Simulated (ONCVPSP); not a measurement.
# Mg: generating and testing an ONCV potential

Do these settings give a usable potential? It is generated, then checked for transferability, scattering, ghosts and hardness.

Method: ONCVPSP 4.0.1, PBE, scalar-relativistic.

## (1) The atom and the settings

The settings as typed:

```json
{"element": "magnesium (Mg, Z = 12)", "type": "optimised norm-conserving Vanderbilt (ONCV)", "frozen core": "[He] 2s2", "valence charge": "8", "reference configuration": "2p6 3s2", "partial waves": "3s: rc 2.30 bohr, ncon 4, nbas 9, qcut 2.3 1/bohr, 3 projectors, debl 2.2 Ha; 2p: rc 0.85 bohr, ncon 4, nbas 8, qcut 13.4 1/bohr, 2 projectors, debl 3.3 Ha", "local potential": "polynomial inside 0.75 bohr (lpopt 5, dvloc0 0 Ha)", "core correction": "Teter function fitted to the true core (icmod 2), fcfact 0.45"}
```

The outer shells as boxes (Hund's rule for the drawing; the calculation is spin-unpolarised):

```
[He] core
2s [↑↓]
2p [↑↓][↑↓][↑↓]
3s [↑↓]
```

An earlier all-electron run gives the scale for the radii.

All-electron outer shells of the reference configuration (PBE, scalar-relativistic, ld1.x):

```csv
shell,level (eV),outermost node (bohr),outermost maximum (bohr)
2s,-79.85,0.18,0.54
2p,-46.61,–,0.48
3s,-4.70,0.90,2.56
3p,-1.33,0.96,3.46
```

## (2) Generating the potential

Contents of Mg.dat:

```
# ATOM AND REFERENCE CONFIGURATION
# atsym  z   nc   nv     iexc    psfile
  Mg 12.00    2    2        4      upf
#
#   n    l    f
    1    0    2.00
    2    0    2.00
    2    1    6.00
    3    0    2.00
#
# PSEUDOPOTENTIAL AND OPTIMIZATION
# lmax
    1
#
#   l,   rc,      ep,       ncon, nbas, qcut
    0    2.30    0.00    4    9    2.30
    1    0.85    0.00    4    8   13.40
#
# LOCAL POTENTIAL
# lloc, lpopt,  rc(5),   dvloc0
    4    5    0.75    0.00
#
# VANDERBILT-KLEINMAN-BYLANDER PROJECTORs
# l, nproj, debl
    0    3    2.20
    1    2    3.30
#
# MODEL CORE CHARGE
# icmod, fcfact, rcfact
    2    0.45    0.90
#
# LOG DERIVATIVE ANALYSIS
# epsh1, epsh2, depsh
   -3.00    5.00    0.02
#
# OUTPUT GRID
# rlmax, drl
    6.00    0.01
#
# TEST CONFIGURATIONS
# ncnf
    4
# nvcnf
#   n    l    f
    2
    2    1    6.00
    3    0    1.00
#
    2
    2    1    6.00
    3    0    0.00
#
    2
    2    1    6.00
    3    0    1.50
#
    2
    2    1    5.00
    3    0    2.00
#
```

Launch:

```console
oncvpsp.x < Mg.dat > Mg.out
```

What does the calculation give? Wanted: cutoffs for 1 and 0.1 mHa per electron, occupied waves; bound ghosts; GHOST(+) flags; largest test error; largest phase difference near zero energy, channels read; rms error of d²Exc/dn², without and with the model core.

**Answer**, as computed:

| quantity | value |
| --- | --- |
| cutoffs for 1 and 0.1 mHa per electron, occupied waves | 82 Ha and 170 Ha |
| bound ghosts | none found |
| GHOST(+) flags | s at 115 eV |
| largest test error (AE − PS) | -257 meV, for 2p5 3s2 |
| largest phase difference near zero energy, channels read | 0.000 rad |
| rms error of d²Exc/dn², without and with the model core | 7.63 and 5.45 mHa |

The worst unpolarised test, 2p5 3s2, is off by 257 meV on 58.5 eV; by total energies transferability rates as poor. That test lies far up in energy; among those under 40 eV, nearer to bonding, the largest error is 47 meV. It counts as very hard, with 82 Ha needed at the looser tolerance. At the looser tolerance the 2p wave is the slowest; 3s needs 4 Ha. The program's ghost test flags no bound state. Near zero energy the phases of the channels with partial waves agree within 0.001 rad. The program also flags highly localised states, GHOST(+) (s). All of this concerns the isolated atom, not yet a solid.
